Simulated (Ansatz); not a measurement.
# ZnS (Wurtzite-15R): a point defect seen from the nuclei (N on an S site), part 2 of 2

Aim: the field gradients at and around a point defect: N on an S site in ZnS (Wurtzite-15R), cell charge -1. The cell is a supercell built from a structure deposited in the COD. Planned: a single point, then a relaxation.

Ansatz 0.2.0; DFT, PBE, plane-wave PAW, default files, scalar-relativistic. The steps go on from the part before.

**3. Ions relaxed**

The input, input.yaml:

```yaml
crystal:
  lattice:
    - [1.915, 1.1056257655, 15.6266633333]
    - [-3.83, 2.211251531, 31.2533266666]
    - [0.0, -4.422503062, 31.2533266666]
  atoms:
    - { symbol: Zn, position: [0.0, 0.0, 0.0] }
    - { symbol: Zn, position: [0.0, 0.0, 0.5] }
    - { symbol: Zn, position: [0.0, 0.5, 0.0] }
    - { symbol: Zn, position: [0.0, 0.5, 0.5] }
    - { symbol: Zn, position: [0.7333366667, 0.3666683334, 0.3666683334] }
    - { symbol: Zn, position: [0.7333366667, 0.3666683334, 0.8666683334] }
    - { symbol: Zn, position: [0.7333366667, 0.8666683334, 0.3666683334] }
    - { symbol: Zn, position: [0.7333366667, 0.8666683334, 0.8666683334] }
    - { symbol: Zn, position: [0.4666633333, 0.2333316666, 0.2333316666] }
    - { symbol: Zn, position: [0.4666633333, 0.2333316666, 0.7333316666] }
    - { symbol: Zn, position: [0.4666633333, 0.7333316666, 0.2333316666] }
    - { symbol: Zn, position: [0.4666633333, 0.7333316666, 0.7333316666] }
    - { symbol: Zn, position: [0.8666666667, 0.4333333334, 0.4333333334] }
    - { symbol: Zn, position: [0.8666666667, 0.4333333334, 0.9333333334] }
    - { symbol: Zn, position: [0.8666666667, 0.9333333334, 0.4333333334] }
    - { symbol: Zn, position: [0.8666666667, 0.9333333334, 0.9333333334] }
    - { symbol: Zn, position: [0.6000033333, 0.3000016666, 0.3000016666] }
    - { symbol: Zn, position: [0.6000033333, 0.3000016666, 0.8000016667] }
    - { symbol: Zn, position: [0.6000033333, 0.8000016667, 0.3000016666] }
    - { symbol: Zn, position: [0.6000033333, 0.8000016667, 0.8000016667] }
    - { symbol: S, position: [0.05, 0.025, 0.025] }
    - { symbol: S, position: [0.05, 0.025, 0.525] }
    - { symbol: S, position: [0.05, 0.525, 0.025] }
    - { symbol: S, position: [0.05, 0.525, 0.525] }
    - { symbol: S, position: [0.7833366667, 0.3916683334, 0.3916683334] }
    - { symbol: S, position: [0.7833366667, 0.3916683334, 0.8916683334] }
    - { symbol: S, position: [0.7833366667, 0.8916683334, 0.3916683334] }
    - { symbol: S, position: [0.7833366667, 0.8916683334, 0.8916683334] }
    - { symbol: "N", position: [0.5166633333, 0.2583316666, 0.2583316666] }
    - { symbol: S, position: [0.5166633333, 0.2583316666, 0.7583316666] }
    - { symbol: S, position: [0.5166633333, 0.7583316666, 0.2583316666] }
    - { symbol: S, position: [0.5166633333, 0.7583316666, 0.7583316666] }
    - { symbol: S, position: [0.9166666667, 0.4583333334, 0.4583333334] }
    - { symbol: S, position: [0.9166666667, 0.4583333334, 0.9583333334] }
    - { symbol: S, position: [0.9166666667, 0.9583333334, 0.4583333334] }
    - { symbol: S, position: [0.9166666667, 0.9583333334, 0.9583333334] }
    - { symbol: S, position: [0.6500033333, 0.3250016666, 0.3250016666] }
    - { symbol: S, position: [0.6500033333, 0.3250016666, 0.8250016666] }
    - { symbol: S, position: [0.6500033333, 0.8250016666, 0.3250016666] }
    - { symbol: S, position: [0.6500033333, 0.8250016666, 0.8250016666] }
total_charge: -1
kpoints:
  mp_grid: { grid: [5, 3, 3] }
scf:
  occupations: { method: fermi_dirac, width: 0.01 }
hamiltonian:
  xc: pbe
  pseudopotentials: { kind: paw }
output:
  forces: true
  stress: true
  populations: true
  efg:
    quadrupole_moments_barn: { Zn: 0.122, S: -0.0694, "N": 0.02044 }
    contact_densities: true
relax:
  f_tol: 0.03
  max_steps: 40
```

Run with:

```sh
> ansatz run input.yaml --threads 4 --pin off --max-ram 8192MiB --backend cpu --events-out ev --progress --plain --runs-dir out
```

What it wrote:

```text
Warning: output.stress: scf.convergence.dr2_threshold = 1e-7 eV (the SCF's general default) is looser than the 4e-9 eV advised for a printed stress (1e-10 eV for each atom of the cell: 40). What an SCF threshold leaves in a stress goes as its square root, and in the free energy as the threshold itself, and one threshold admits the most on a small cell: of the crystals measured, under no hybrid functional and no lock of the moments, on runs that ended without the residual-converged pass, on stresses that held no estimate of that error, the worst erred by over 100 MPa in a component at 1e-7 eV an atom and by under 5 at 1e-10. Every solve of this run answers to scf.convergence.dr2_threshold, and the tensor of one is reported: a single SCF on the reported geometry and on this run's grids (its basis.xc_grid and basis.ecutrho_ratio typed), with scf.convergence.dr2_threshold at 4e-9 eV or tighter, prints it and tightens no other solve. Else set scf.convergence.dr2_threshold to 4e-9 eV or tighter. The threshold is an SCF's pass mark: one that does not reach it within its budget of iterations ends unconverged, or closes short of it on a stop that the run arms, and scf.convergence.dr2_threshold's page says what that costs each kind of run
Warning: RAYON_NUM_THREADS=4 ignored (pool sized by the plan → 4); use --threads N
basis.fft_grid_basis auto: the FFT boxes are laid along the combinations [[1, 0, 0], [0, 1, -1], [-2, 1, 0]] of the cell's own vectors, 15.782, 7.660 and 7.660 Å long. The dense box has 108×54×54 points. Along the cell's own vectors, as sized, it would have 108×216×216, 16.00 times as many. basis.fft_grid_basis: typed keeps the cell's own vectors: state it where this run's energies or levels are differenced outside the engine with another run's, or held beside a run that keeps those vectors.
[... 10 set-up lines as earlier in the session ...]
Crystal: 40 atoms, lattice volume = 794.062 Å³
Basis set: ecut = 420 eV, 15505 PW (Γ), FFT grids on a1, a2−a3, −2a1+a2, exchange–correlation on 216×108×108 points (8 copies of the dense FFT grid, shifted against one another)
Bands: 220, of which v1, the nominal top of the filled ones, is band 180 counted from 1 (179 counted from 0)
[... 2 set-up lines as earlier in the session ...]
k-points: 16 of 45 (time reversal used)
[... 10 set-up lines as earlier in the session ...]
SCF iter   1: F=—  HF=-83925.829275 eV  |F-HF|=—  |Δ(HF+E_count)|=         —  Δρ=1.41e-2  dr2=1.86e0  ethr=1.77e-3  ⟨swp⟩=6.7  Hψ=15017  notcnv=0  defer=241
preconditioner: auto → Resta (q_TF=auto, 2.391 Å⁻¹)  ε∞=6.9  [insulator: Δε(μ)=1.209 eV  Ē_g=10.321 eV  σ=0.010 eV  W_gap=1.00  n_scr=168 (ndim 8)  ℏωp=25.0 eV  f_vac=0.040  D(μ)=0.00/eV (n_scr^D=0)  ε∞_Penn≈6.9]
SCF iter   2: F=—  HF=-83925.458316 eV  |F-HF|=—  |Δ(HF+E_count)|=   3.71e-1  Δρ=5.23e-3  dr2=2.63e-1  ethr=5.17e-4  ⟨swp⟩=2.0  Hψ=6717  notcnv=0  defer=547
SCF iter   3: F=—  HF=-83925.373765 eV  |F-HF|=—  |Δ(HF+E_count)|=   8.46e-2  Δρ=2.22e-3  dr2=1.28e-1  ethr=7.31e-5  ⟨swp⟩=2.0  Hψ=6714  notcnv=0  defer=550
SCF iter   4: F=—  HF=-83925.345949 eV  |F-HF|=—  |Δ(HF+E_count)|=   2.78e-2  Δρ=1.26e-3  dr2=2.42e-2  ethr=3.56e-5  ⟨swp⟩=3.2  Hψ=5650  notcnv=0  defer=550
SCF iter   5: F=—  HF=-83925.342874 eV  |F-HF|=—  |Δ(HF+E_count)|=   3.07e-3  Δρ=1.03e-3  dr2=1.03e-2  ethr=6.73e-6  ⟨swp⟩=2.2  Hψ=6723  notcnv=0  defer=548
SCF iter   6: F=—  HF=-83925.341053 eV  |F-HF|=—  |Δ(HF+E_count)|=   1.82e-3  Δρ=1.67e-4  dr2=4.87e-4  ethr=2.86e-6  ⟨swp⟩=2.0  Hψ=5638  notcnv=0  defer=548
SCF iter   7: F=—  HF=-83925.341311 eV  |F-HF|=—  |Δ(HF+E_count)|=   2.58e-4  Δρ=7.73e-5  dr2=7.53e-5  ethr=1.35e-7  ⟨swp⟩=2.0  Hψ=5600  notcnv=0  defer=548
SCF iter   8: F=—  HF=-83925.341352 eV  |F-HF|=—  |Δ(HF+E_count)|=   4.16e-5  Δρ=6.94e-5  dr2=2.17e-5  ethr=6.25e-9  ⟨swp⟩=4.1  Hψ=11970  notcnv=0
SCF iter   9: F=-83925.341344 eV  HF=-83925.341344 eV  |F-HF|=7.71e-8  |Δ(HF+E_count)|=   8.83e-6  Δρ=1.82e-5  dr2=3.53e-6  ethr=6.02e-9  ⟨swp⟩=4.1  Hψ=11478  notcnv=0
SCF 1 converged in 9 iterations: F = -83925.341344 eV  dr2 = 3.53e-6
relax step   1: F+E_penalty+E_count = -83925.34134358 eV  Δ(F+E_penalty+E_count) = +0.000e0 eV  max|allowed force component| = 2.543e0 eV/Å  Δτ_max = 0.0000 Å  (9 SCF iters, dr2 threshold 2.25e-5 eV, accepted)
[... 12 lines left out ...]
relax step   2: F+E_penalty+E_count = -83926.86711277 eV  Δ(F+E_penalty+E_count) = -1.526e0 eV  max|allowed force component| = 1.749e0 eV/Å  Δτ_max = 0.1948 Å  (7 SCF iters, dr2 threshold 1.00e-4 eV, accepted)
[... 9 lines left out ...]
relax step   3: F+E_penalty+E_count = -83927.54810140 eV  Δ(F+E_penalty+E_count) = -6.810e-1 eV  max|allowed force component| = 3.003e-1 eV/Å  Δτ_max = 0.1949 Å  (7 SCF iters, dr2 threshold 1.00e-4 eV, accepted)
[... 9 lines left out ...]
relax step   4: F+E_penalty+E_count = -83927.56856104 eV  Δ(F+E_penalty+E_count) = -2.046e-2 eV  max|allowed force component| = 9.664e-2 eV/Å  Δτ_max = 0.0446 Å  (7 SCF iters, dr2 threshold 5.64e-6 eV, accepted)
[... 9 lines left out ...]
relax step   5: F+E_penalty+E_count = -83927.57303255 eV  Δ(F+E_penalty+E_count) = -4.472e-3 eV  max|allowed force component| = 5.627e-2 eV/Å  Δτ_max = 0.0194 Å  (7 SCF iters, accepted)
[... 8 lines left out ...]
relax step   6: F+E_penalty+E_count = -83927.57336578 eV  Δ(F+E_penalty+E_count) = -3.332e-4 eV  max|allowed force component| = 1.725e-2 eV/Å  Δτ_max = 0.0047 Å  (6 SCF iters, accepted)
NSCF: frozen V_eff on 16 k-points
the band table was solved once a step of the walk had ended and its energy, with any forces and stress, was formed, with the checks that follow a solve (14439 applications of the Hamiltonian). They found nothing against the state; the energy, forces and stress were not computed again (output.eigenvalues in the input reference)
SCF converged after 6 iterations
Free energy (F): -83927.573366 eV
Harris-Foulkes:  -83927.573366 eV  (|F-HF|=4.22e-9)
Internal energy: -83927.573366 eV  (E = F + TS)
E sigma→0 (E₀):  -83927.573366 eV
Fermi energy:    6.641453 eV
--- Per-component energies (eV) ---
[... 15 lines left out ...]
--- Forces (eV/Å), atoms counted from 1 ---
  atom   1  Zn    -0.00024041    -0.00013880     0.00050886
  atom   2  Zn    -0.00024416     0.00054605     0.00075552
  atom   3  Zn     0.00035081    -0.00048447     0.00075552
  atom   4  Zn     0.00031628     0.00018260     0.00066830
  atom   5  Zn     0.00044581     0.00025739    -0.00118557
  atom   6  Zn     0.00016764    -0.00069256    -0.00149304
[... 34 lines left out ...]
  max |Σ_I F_I| component: 6.36e-6 eV/Å
--- Stress (GPa, compression-positive) ---
       -0.549002      -0.010109      -0.000263
       -0.010109      -0.537329      -0.000152
       -0.000263      -0.000152      -0.108416
  P = ⅓ Tr σ = -0.3982 GPa (-3.982 kbar)
--- PAW observables at the nuclei: V_zz in 10²¹ V/m², potentials from the cell's mean, atoms counted from 1 ---
  atom   1  Zn V_zz =    +0.195347   η = 0.6470   by run symmetry: allowed   C_q = +0.5763 MHz
            electrostatic potential = -3941.118249 V   contact ρ = 166603.549846 e/Å³
  atom   2  Zn V_zz =    -0.194219   η = 0.9886   by run symmetry: allowed   C_q = -0.5729 MHz
            electrostatic potential = -3941.126392 V   contact ρ = 166603.661225 e/Å³
  atom   3  Zn V_zz =    -0.194219   η = 0.9886   by run symmetry: allowed   C_q = -0.5729 MHz
            electrostatic potential = -3941.126392 V   contact ρ = 166603.661225 e/Å³
  atom   4  Zn V_zz =    -0.161329   η = 0.5395   by run symmetry: allowed   C_q = -0.4759 MHz
            electrostatic potential = -3941.113453 V   contact ρ = 166603.537833 e/Å³
  atom   5  Zn V_zz =    -1.113509   η = 0.1946   by run symmetry: allowed   C_q = -3.2848 MHz
            electrostatic potential = -3941.167391 V   contact ρ = 166603.678782 e/Å³
  atom   6  Zn V_zz =    -1.164459   η = 0.1591   by run symmetry: allowed   C_q = -3.4351 MHz
            electrostatic potential = -3941.169844 V   contact ρ = 166603.709145 e/Å³
  atom   7  Zn V_zz =    -1.164459   η = 0.1591   by run symmetry: allowed   C_q = -3.4351 MHz
            electrostatic potential = -3941.169844 V   contact ρ = 166603.709145 e/Å³
  atom   8  Zn V_zz =    -0.944047   η = 0.0302   by run symmetry: allowed   C_q = -2.7849 MHz
            electrostatic potential = -3941.174644 V   contact ρ = 166603.884391 e/Å³
  atom   9  Zn V_zz =    -8.392242   η = 0.0024   by run symmetry: allowed   C_q = -24.7567 MHz
            electrostatic potential = -3941.782109 V   contact ρ = 166604.332139 e/Å³
  atom  10  Zn V_zz =    -1.318658   η = 0.6798   by run symmetry: allowed   C_q = -3.8900 MHz
            electrostatic potential = -3941.427924 V   contact ρ = 166604.045960 e/Å³
  atom  11  Zn V_zz =    -1.318658   η = 0.6798   by run symmetry: allowed   C_q = -3.8900 MHz
            electrostatic potential = -3941.427924 V   contact ρ = 166604.045960 e/Å³
  atom  12  Zn V_zz =    -1.300606   η = 0.6970   by run symmetry: allowed   C_q = -3.8367 MHz
            electrostatic potential = -3941.425519 V   contact ρ = 166604.025449 e/Å³
  atom  13  Zn V_zz =    -7.938172   η = 0.0250   by run symmetry: allowed   C_q = -23.4172 MHz
            electrostatic potential = -3941.842204 V   contact ρ = 166603.394281 e/Å³
  atom  14  Zn V_zz =    -7.949567   η = 0.0237   by run symmetry: allowed   C_q = -23.4508 MHz
            electrostatic potential = -3941.841245 V   contact ρ = 166603.373760 e/Å³
  atom  15  Zn V_zz =    -7.949567   η = 0.0237   by run symmetry: allowed   C_q = -23.4508 MHz
            electrostatic potential = -3941.841245 V   contact ρ = 166603.373762 e/Å³
  atom  16  Zn V_zz =    +2.499587   η = 0.0074   by run symmetry: allowed   C_q = +7.3736 MHz
            electrostatic potential = -3941.574861 V   contact ρ = 166604.105270 e/Å³
  atom  17  Zn V_zz =    +0.833965   η = 0.0557   by run symmetry: allowed   C_q = +2.4602 MHz
            electrostatic potential = -3941.350524 V   contact ρ = 166603.988207 e/Å³
  atom  18  Zn V_zz =    +1.669889   η = 0.3047   by run symmetry: allowed   C_q = +4.9261 MHz
            electrostatic potential = -3941.293850 V   contact ρ = 166603.576710 e/Å³
  atom  19  Zn V_zz =    +1.669889   η = 0.3047   by run symmetry: allowed   C_q = +4.9261 MHz
            electrostatic potential = -3941.293850 V   contact ρ = 166603.576712 e/Å³
  atom  20  Zn V_zz =    +1.655879   η = 0.3051   by run symmetry: allowed   C_q = +4.8848 MHz
            electrostatic potential = -3941.296737 V   contact ρ = 166603.585861 e/Å³
  atom  21  S  V_zz =    +0.608081   η = 0.3137   by run symmetry: allowed   C_q = -1.0204 MHz
            electrostatic potential = -1632.625531 V   contact ρ = 19765.354863 e/Å³
  atom  22  S  V_zz =    +0.527782   η = 0.3174   by run symmetry: allowed   C_q = -0.8857 MHz
            electrostatic potential = -1632.634620 V   contact ρ = 19765.319678 e/Å³
  atom  23  S  V_zz =    +0.527782   η = 0.3174   by run symmetry: allowed   C_q = -0.8857 MHz
            electrostatic potential = -1632.634620 V   contact ρ = 19765.319678 e/Å³
  atom  24  S  V_zz =    +0.648465   η = 0.0111   by run symmetry: allowed   C_q = -1.0882 MHz
            electrostatic potential = -1632.612774 V   contact ρ = 19765.455966 e/Å³
  atom  25  S  V_zz =    +1.763311   η = 0.9074   by run symmetry: allowed   C_q = -2.9590 MHz
            electrostatic potential = -1632.866643 V   contact ρ = 19765.565010 e/Å³
  atom  26  S  V_zz =    +1.752071   η = 0.9504   by run symmetry: allowed   C_q = -2.9401 MHz
            electrostatic potential = -1632.866267 V   contact ρ = 19765.558625 e/Å³
  atom  27  S  V_zz =    +1.752071   η = 0.9504   by run symmetry: allowed   C_q = -2.9401 MHz
            electrostatic potential = -1632.866267 V   contact ρ = 19765.558625 e/Å³
  atom  28  S  V_zz =    +0.892652   η = 0.0563   by run symmetry: allowed   C_q = -1.4979 MHz
            electrostatic potential = -1632.825588 V   contact ρ = 19765.324859 e/Å³
  atom  29  N  V_zz =    -0.317985   η = 0.1066   by run symmetry: allowed   C_q = -0.1572 MHz
            electrostatic potential = -513.802829 V   contact ρ = 1414.601466 e/Å³
  atom  30  S  V_zz =    -1.906775   η = 0.3121   by run symmetry: allowed   C_q = +3.1997 MHz
            electrostatic potential = -1633.113778 V   contact ρ = 19765.936356 e/Å³
  atom  31  S  V_zz =    -1.906775   η = 0.3121   by run symmetry: allowed   C_q = +3.1997 MHz
            electrostatic potential = -1633.113778 V   contact ρ = 19765.936356 e/Å³
  atom  32  S  V_zz =    -1.860460   η = 0.2883   by run symmetry: allowed   C_q = +3.1220 MHz
            electrostatic potential = -1633.112035 V   contact ρ = 19765.941601 e/Å³
  atom  33  S  V_zz =    -1.625854   η = 0.2872   by run symmetry: allowed   C_q = +2.7283 MHz
            electrostatic potential = -1632.902464 V   contact ρ = 19765.522590 e/Å³
  atom  34  S  V_zz =    -1.619809   η = 0.2503   by run symmetry: allowed   C_q = +2.7182 MHz
            electrostatic potential = -1632.900800 V   contact ρ = 19765.536916 e/Å³
  atom  35  S  V_zz =    -1.619809   η = 0.2503   by run symmetry: allowed   C_q = +2.7182 MHz
            electrostatic potential = -1632.900800 V   contact ρ = 19765.536916 e/Å³
  atom  36  S  V_zz =    -1.034093   η = 0.0316   by run symmetry: allowed   C_q = +1.7353 MHz
            electrostatic potential = -1632.868794 V   contact ρ = 19765.307713 e/Å³
  atom  37  S  V_zz =    -0.394063   η = 0.2080   by run symmetry: allowed   C_q = +0.6613 MHz
            electrostatic potential = -1632.648916 V   contact ρ = 19765.236284 e/Å³
  atom  38  S  V_zz =    -0.223018   η = 0.1916   by run symmetry: allowed   C_q = +0.3742 MHz
            electrostatic potential = -1632.634851 V   contact ρ = 19765.387704 e/Å³
  atom  39  S  V_zz =    -0.223018   η = 0.1916   by run symmetry: allowed   C_q = +0.3742 MHz
            electrostatic potential = -1632.634851 V   contact ρ = 19765.387704 e/Å³
  atom  40  S  V_zz =    -0.210002   η = 0.8014   by run symmetry: allowed   C_q = +0.3524 MHz
            electrostatic potential = -1632.639515 V   contact ρ = 19765.385844 e/Å³
--- Band table (eV; the first three rows and the last of 16) ---
[... 4 lines left out ...]
--- Relaxed structure (6 steps of the walk, 6 accepted, 0 SCFs on fresh bases) ---
  F+E_penalty+E_count = -83927.57336578 eV   max|allowed force component| = 1.725e-2 eV/Å
  atoms:
[... 40 lines left out ...]
--- Löwdin populations: 40 sites ---
  site symbol       q [e]
[... 40 lines left out ...]
  spilling = 0.010986 (of n_electrons = 360.000000)
```

Run time: 22 min. Hardware: 4 threads of Arm Neoverse N1, shared host; peak memory 5 GiB.

The steps of the relaxation:

```tsv
step	energy change (eV)	largest force component (eV/Å)
1	0.0000	2.543
2	-1.5258	1.749
3	-2.2068	0.300
4	-2.2272	0.097
5	-2.2317	0.056
6	-2.2320	0.017
```

Largest displacement: 0.390 Å (atom 9, Zn); mean 0.076 Å.

State: gap on the mesh 1.76 eV, largest force 0.017 eV/Å, pressure -0.4 GPa.

What changed since step 2 (V_zz in 10²¹ V/m²; 10 of 30 rows, with the four largest changes of size):

```tsv
site	atoms	V_zz, PBE	V_zz, PBE relaxed	η, PBE	η, PBE relaxed
N	29	0.85	-0.32	0.13	0.11
Zn9	9	-1.22	-8.39	0.02	0.00
Zn14	14, 15	1.05	-7.95	0.75	0.02
Zn13	13	1.05	-7.94	0.71	0.02
S25	25	-1.19	1.76	0.83	0.91
S26	26, 27	-1.22	1.75	0.76	0.95
S33	33	-1.22	-1.63	0.26	0.29
S34	34, 35	-1.21	-1.62	0.32	0.25
S30	30, 31	-1.90	-1.91	0.79	0.31
Zn16	16	0.95	2.50	0.01	0.01
```

Site by site (atoms counted from 1): 11 of 30, those nearest the defect, the farthest of each element and the two largest gradients.

```tsv
site	atoms	distance from the defect (Å)	V_zz (10²¹ V/m²)	η	C_Q (MHz)
N	29	0.00	-0.32	0.11	-0.157 (¹⁴N)
Zn9	9	1.97	-8.39	0.00	-24.8 (⁶⁷Zn)
Zn13	13	1.99	-7.94	0.02	-23.4 (⁶⁷Zn)
Zn14	14, 15	1.99	-7.95	0.02	-23.5 (⁶⁷Zn)
S33	33	3.75	-1.63	0.29	2.73 (³³S)
S34	34, 35	3.75	-1.62	0.25	2.72 (³³S)
S26	26, 27	3.77	1.75	0.95	-2.94 (³³S)
S25	25	3.77	1.76	0.91	-2.96 (³³S)
S30	30, 31	3.83	-1.91	0.31	3.20 (³³S)
S24	24	7.63	0.65	0.01	-1.09 (³³S)
Zn1	1	8.27	0.20	0.65	0.576 (⁶⁷Zn)
```

Direction of the V_zz axis (Cartesian unit vector):

```tsv
site	atom	x	y	z
Zn1	1	0.09	0.05	0.99
Zn4	4	0.56	0.32	0.76
Zn5	5	0.01	0.01	1.00
Zn6	6	0.00	0.00	1.00
Zn8	8	0.01	0.01	1.00
Zn9	9	0.00	0.00	1.00
Zn10	10	0.04	-0.02	1.00
Zn12	12	-0.03	-0.02	1.00
Zn13	13	0.83	0.48	-0.30
```

The sizes of the gradients above 0.15 moved by 63 % in the median, over a factor of two at the site that moves most (small gradients counted from 0.15; Zn13, 1.05 to -7.94), with a change of sign at N, Zn14, Zn13 and others.

**4. Spectra that follow from step 3**

³³S (I = 3/2, Q = -69.40 mb) in zero field: pure quadrupole lines, for atoms at rest. Strengths are squared matrix elements for a powder, against the strongest line of the same site.

```tsv
site	count	line (MHz)	strength
S33	1	1.38	1.00
S34	2	1.37	1.00
S26	2	1.68	1.00
S25	1	1.67	1.00
S30	2	1.63	1.00
S24	1	0.544	1.00
```

**5. What came out**

The summary covers parts 1 to 2.

| quantity | value |
| --- | --- |
| state (step 3) | gap on the mesh 1.76 eV, largest force 0.017 eV/Å, pressure -0.4 GPa |
| V_zz by site, step 3 (10²¹ V/m²) | N -0.32, Zn9 -8.39, Zn13 -7.94, Zn14 -7.95, S33 -1.63, S34 -1.62, S26 1.75, S25 1.76, … |
| largest C_Q in size, step 3 | 24.8 MHz, ⁶⁷Zn at Zn9 |
| step 3 (ions relaxed) against step 2 | 63 % in the median, over a factor of two at the site that moves most (small gradients counted from 0.15; Zn13, 1.05 to -7.94), with a change of sign at N, Zn14, Zn13 and others |

In words: Site Zn9 (1 N at 1.97 Å, 3 S at 2.44 Å) carries the largest gradient. The runs allow no spin. The relaxation kept the symmetry Cm, so a distorted place of lower energy may have been missed. Relaxing moved atoms by up to 0.39 Å and single gradients by over a factor of two in size at the worst site (63 % in the median) (gradients over 0.15 counted), so at some sites the starting positions were a poor guide. The highest ³³S quadrupole line lies at 1.68 MHz, for nuclei at rest; thermal motion mostly lowers such lines a little. The defect repeats with the cell of 40 atoms, so it feels its images: sites between two images don't show the values beside a lone defect, and zeros or small values of η there can come from the images' arrangement. S and Zn carry a gradient in the pure host already, so the values there aren't the defect's effect alone. The relaxation keeps the site symmetry m of the start, so the impurity can move only within its mirror plane; a start off the site could end lower. A uniform background compensates the cell's charge.

These are semilocal Kohn-Sham gaps, which aren't the measured quantity. Such gaps usually fall short of the measured ones.
